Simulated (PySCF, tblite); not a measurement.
# C8H14S: geometry, infrared bands and NMR shifts

Aim: predict the infrared bands and NMR shifts of C8H14S (`C1CCC([C@@H]2CCS2)C1`).

Computed with tblite 0.8.0 and PySCF 2.14.0, with density-fitted response routines of our own, on a single molecule in the gas phase. Atoms are numbered from 0 throughout.

### Step 1. Starting geometry

23 atoms, charge 0, multiplicity 1; geometry from: force field or distance geometry start.

Bonds of the start (Å): C0–C1 1.51, C1–C2 1.52, C2–C3 1.53, C3–C4 1.52, C4–C5 1.50, C5–C6 1.50, C6–S7 1.80, C3–C8 1.52, C8–C0 1.52, S7–C4 1.82, C0–H9 1.11, C0–H10 1.10, C1–H11 1.10, C1–H12 1.12, C2–H13 1.13, C2–H14 1.09, C3–H15 1.09, C4–H16 1.09, C5–H17 1.10, C5–H18 1.13, C6–H19 1.12, C6–H20 1.11, C8–H21 1.12, C8–H22 1.08.

### Step 2. Relaxing the molecule with GFN2-xTB

Job settings and geometry (Å):

```
{"job": {"kind": "relax", "xc": "GFN2-xTB", "basis": "xTB"}, "charge": 0, "multiplicity": 1}
C     -2.505100     0.272800    -0.216200
C     -1.829400    -0.253800     1.028500
C     -0.651800     0.702900     1.060600
C     -0.169700     0.598800    -0.387900
C      0.944400    -0.429800    -0.325300
C      2.047200     0.030800     0.582000
C      3.025300    -0.780000    -0.220300
S      2.125700    -0.283700    -1.701400
C     -1.351700     0.086800    -1.187700
H     -2.677900     1.358700    -0.072600
H     -3.413900    -0.293700    -0.472200
H     -1.426500    -1.255000     0.824700
H     -2.457000    -0.190600     1.952800
H     -1.030100     1.757100     1.197900
H      0.125000     0.458200     1.784600
H      0.129600     1.571100    -0.780400
H      0.603700    -1.438200    -0.096900
H      2.246400     1.110500     0.590800
H      1.993000    -0.394400     1.628500
H      4.057000    -0.341900    -0.193000
H      2.995000    -1.865700     0.006000
H     -1.281600    -1.017000    -1.330700
H     -1.502100     0.623200    -2.115800
```

On the command line:

```console
OMP_NUM_THREADS=1 python probes_run.py task.json out
```

One launch serves the whole session: the jobs run in the order shown.

**Question.** This job is followed by: GFN2-xTB harmonic vibrations, gas phase; GIAO PBE0/pcSseg-1 NMR shielding, non-relativistic, gas phase. Predict these results of the whole session: strongest single infrared mode (GFN2-xTB); zero-point energy (GFN2-xTB); 13C shifts against TMS (PBE0/pcSseg-1); 1H shifts against TMS (PBE0/pcSseg-1); 33S shifts against CS2 (PBE0/pcSseg-1).

**Answer**, as computed:

```
                                 quantity                                                                                   value
strongest single infrared mode (GFN2-xTB)                                                                   2998 cm⁻¹, 125 km/mol
             zero-point energy (GFN2-xTB)                                                                          127.4 kcal/mol
   13C shifts against TMS (PBE0/pcSseg-1)                                      53.2, 51.1, 32.6, 31.7, 31.0, 30.1, 28.9, 22.6 ppm
    1H shifts against TMS (PBE0/pcSseg-1)  3.50, 3.29, 2.81, 2.63, 2.50, 2.25, 1.93, 1.80, 1.58, 1.42, 1.35, 1.31, 1.28, 0.85 ppm
   33S shifts against CS2 (PBE0/pcSseg-1)                                                                                  17 ppm
```

Over 83 steps the energy fell by 1.167 eV; of the close pairs, C5–H18 changed most, 1.131 to 1.090 Å. All 63 modes are real, so the xTB geometry is a minimum. Unscaled tight-binding wavenumbers are off by several per cent, some by more. Its intensities can rank the bands wrongly. At PBE0/pcSseg-1: The largest span, 612 ppm, is at S7, where the paramagnetic term is -570 ppm.
